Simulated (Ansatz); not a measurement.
# F2Si: the cost of one run

Computed with Ansatz 0.2.0, Gaussian basis. Level: PBE0-D4/def2-TZVP structures, single points in def2-TZVPP, no counterpoise correction.

Levels: SPW92, PBE-D4, BLYP-D4, r2SCAN-D4, B97M-V, PBE0-D4, B3LYP-D4, r2SCAN0-D4, BHLYP-D4, CAM-B3LYP-D4, wB97X-V, wB97M-V, B2PLYP, PBE-QIDH, RPA on PBE, Hartree-Fock, MP2, CCSD, CCSD(T).

Correlated methods freeze the cores. B3LYP uses VWN-RPA correlation. B2PLYP carries no dispersion term here.

56 further runs of the same task are left out: 56 set aside as unsound or not needed.

### Step 1. The starting structure

The complex: 10 atoms, charge 0, spin multiplicity 1.

Atoms are counted from 1 here; the program's logs count them from 0.

Bond lengths: Si1–F2 1.641 Å, Si1–F3 1.641 Å, H4–N5 1.016 Å, N5–C6 1.473 Å, N5–H7 1.016 Å, C6–H8 1.088 Å, C6–H9 1.088 Å, C6–H10 1.092 Å. Angles: F2–Si1–F3 99.3°, H4–N5–C6 110.7°, H4–N5–H7 106.5°, C6–N5–H7 110.7°, N5–C6–H8 108.4°, N5–C6–H9 108.4°, N5–C6–H10 111.8°, H8–C6–H9 108.3°, H8–C6–H10 109.9°, H9–C6–H10 109.9°.

Geometry (Å):

```
Si   -0.51838   -0.39675   -1.84533
F     0.37506   -1.68503   -1.36163
F    -1.86844   -0.66124   -0.95142
H    -0.22915    1.57669   -0.23893
N     0.26893    0.69119   -0.25955
C     0.20385    0.02709    1.05340
H     1.23107    0.90681   -0.50534
H    -0.83869   -0.18883    1.27825
H     0.74187   -0.91661    0.98838
H     0.63388    0.64670    1.84247
```

Its parts: SiF2 holds atoms 1, 2, 3; CH5N holds atoms 4, 5, 6, 7, 8, 9, 10. Each part counts its atoms afresh in its own runs.

### Step 2. Relaxing SiF2 alone

Input file relax-a/in.yaml:

```yaml
crystal:
  periodic: [false, false, false]
  atoms:
    - {symbol: Si, position_ang: [-0.518378, -0.396750, -1.845325]}
    - {symbol: F, position_ang: [0.375061, -1.685030, -1.361634]}
    - {symbol: F, position_ang: [-1.868440, -0.661240, -0.951421]}
basis:
  gaussian: {orbitals: def2-TZVP}
hamiltonian: {xc: pbe0, dispersion: d4}
relax: {f_tol: 0.005, max_steps: 200}
```

The run is started by

```
> ansatz run in.yaml --threads 4 --pin off --events-out ev --progress --plain --max-ram 9574MiB
```

What time and memory should one allow on 4 threads of Intel Xeon at 2.50GHz, shared host?

About 6.5 s, with a peak of 0.52 GiB.
